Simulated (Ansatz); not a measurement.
This script makes vertical spin-state energies of C3H5Sb, SMILES C#[C][SbH][CH3] with Ansatz 0.2.0 through its Python package.

`run_spin.py`
```python
"""Vertical spin-state energies of C3H5Sb."""

import ansatz as az

geometry_ang = [
    ("C", [0.5962, 0.8677, -2.2683]),
    ("C", [0.7814, 0.6546, -1.1274]),
    ("Sb", [1.1652, 0.2106, 0.8815]),
    ("C", [-0.5161, -0.987, 1.0542]),
    ("H", [0.3412, 1.1295, -3.3109]),
    ("H", [0.339, 1.6554, 1.4553]),
    ("H", [-1.426, -0.4431, 0.6353]),
    ("H", [-0.4086, -1.9297, 0.4949]),
    ("H", [-0.7838, -1.2045, 2.1683]),
]
mol = az.Crystal.molecule()
for symbol, xyz in geometry_ang:
    mol = mol.atom(symbol, xyz)

job = (
    mol.calculation()
    .basis(gaussian="def2-SVP")
    .functional("hf")
)
found = {}
for unpaired in [0, 2, 4]:
    rep = job.spin("collinear", total=unpaired).run().report
    s = unpaired / 2
    found[unpaired] = rep["free_energy_ev"]
    print(f"2S+1 = {unpaired + 1}: E = {found[unpaired]:.5f} eV, <S^2> = {abs(rep['mean_field']['state']['spin_squared']):.3f} (pure state {s * (s + 1):.2f})")
lowest = min(found, key=found.get)
for unpaired, e in found.items():
    print(f"multiplicity {unpaired + 1}: {96.485332 * (e - found[lowest]):.1f} kJ/mol above the lowest")
```

Which spin state is lowest at this geometry, and how far above lie the others?

In order: multiplicity 1 (+0.00 eV), multiplicity 3 (+4.47 eV) and multiplicity 5 (+9.40 eV), all at the one geometry.

What the script printed:

```console
$ python run_spin.py
2S+1 = 1: E = -9675.88063 eV, <S^2> = 0.000 (pure state 0.00)
2S+1 = 3: E = -9671.41372 eV, <S^2> = 2.054 (pure state 2.00)
2S+1 = 5: E = -9666.48191 eV, <S^2> = 6.043 (pure state 6.00)
multiplicity 1: 0.0 kJ/mol above the lowest
multiplicity 3: 431.0 kJ/mol above the lowest
multiplicity 5: 906.8 kJ/mol above the lowest
```

Notes:
- These settings explore the input space; basis and method may be short of convergence.
- The geometry is a force-field or estimated start, not a minimum of this method, and the basis set is short of its limit. All parts are taken at fixed geometry, without zero-point energy.
- def2 sets replace the cores of elements past krypton by effective core potentials.
- Hartree-Fock leaves correlation out, so it favours high-spin states too much.
- Spin-orbit coupling, which mixes and shifts the spin states of heavy atoms, is left out.
- Finished in 29 s on 1 thread of Intel(R) Xeon(R) 6975P-C (Granite Rapids), on a shared host, peak memory 0.29 GiB.
